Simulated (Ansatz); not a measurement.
# Si: the cost of one run

Computed with Ansatz 0.2.0 (DFT r2SCAN, scalar-relativistic, plane waves, PAW, unless a step's input says otherwise).

2 further runs of the same task are left out: 2 set aside as unsound or not needed.

### 1 The starting structure

Symmetry: F-43m, No. 216, cubic system. The conventional cell has a = 5.678 Å, b = 5.678 Å, c = 5.678 Å, α = 90.00°, β = 90.00°, γ = 90.00°. Al (site symmetry -43m) is surrounded by 4 As at 2.46 Å. As (site symmetry -43m) has 4 Al at 2.46 Å as nearest neighbours.

Coordinates:

```cif
data_structure
_symmetry_space_group_name_H-M 'P 1'
_symmetry_Int_Tables_number 1
_cell_length_a 4.0149
_cell_length_b 4.0149
_cell_length_c 4.0149
_cell_angle_alpha 60.000
_cell_angle_beta 60.000
_cell_angle_gamma 60.000
_cell_volume 45.76
loop_
_atom_site_label
_atom_site_type_symbol
_atom_site_fract_x
_atom_site_fract_y
_atom_site_fract_z
_atom_site_occupancy
Al1 Al 0.00000 0.00000 0.00000 1
As1 As 0.75000 0.75000 0.75000 1
```

It is the result of an earlier relaxation at this level (volume 22.88 Å³/atom; gap on the mesh: 1.81 eV).

### 2 The film's bulk: Si

Relaxed beforehand at this level: -639.0664 eV/atom, gap on the mesh 0.78 eV.

```xyz
2
Lattice="0.0000 -2.7221 -2.7221 2.7221 0.0000 -2.7221 2.7221 -2.7221 0.0000" Properties=species:S:1:pos:R:3 pbc="T T T"
Si    0.0000    0.0000    0.0000
Si    4.0832   -4.0832   -4.0832
```

The bulk reference of AlAs, the base, comes from a run made before at the same settings: -2703.1217 eV/atom.

### 3 The film's bulk on the base's lattice

The (111) plane of Si is fitted to the (111) plane of AlAs, a strain of +4.3 % along x and +4.3 % along y; the third vector and the atoms relax.

The input, input.yaml:

```yaml
crystal:
  lattice:
    - [4.0148756533, 0.0, 0.0]
    - [-2.0074378266, 3.4769843088, 0.0]
    - [2.0074378266, -1.1589947696, 2.9886267899]
  atoms:
    - { symbol: Si, position: [0.0, 0.0, 0.0] }
    - { symbol: Si, position: [0.75, 0.25, 0.75] }
basis:
  ecutwfc: 500
kpoints:
  mp_grid: { grid: [9, 9, 9] }
hamiltonian:
  xc: r2scan
scf:
  occupations: { method: gaussian, width: 0.02 }
output:
  forces: true
  stress: true
  eigenvalues: true
relax:
  adjacent_minimum: "off"
  f_tol: 0.01
  max_steps: 50
  cell: { fix: [a, b, gamma], stress_tol: 0.1 }
```

What time and memory should one allow on 1 thread of an x86-64 CPU, shared host?

About 21 s, with a peak of 0.6 GiB.
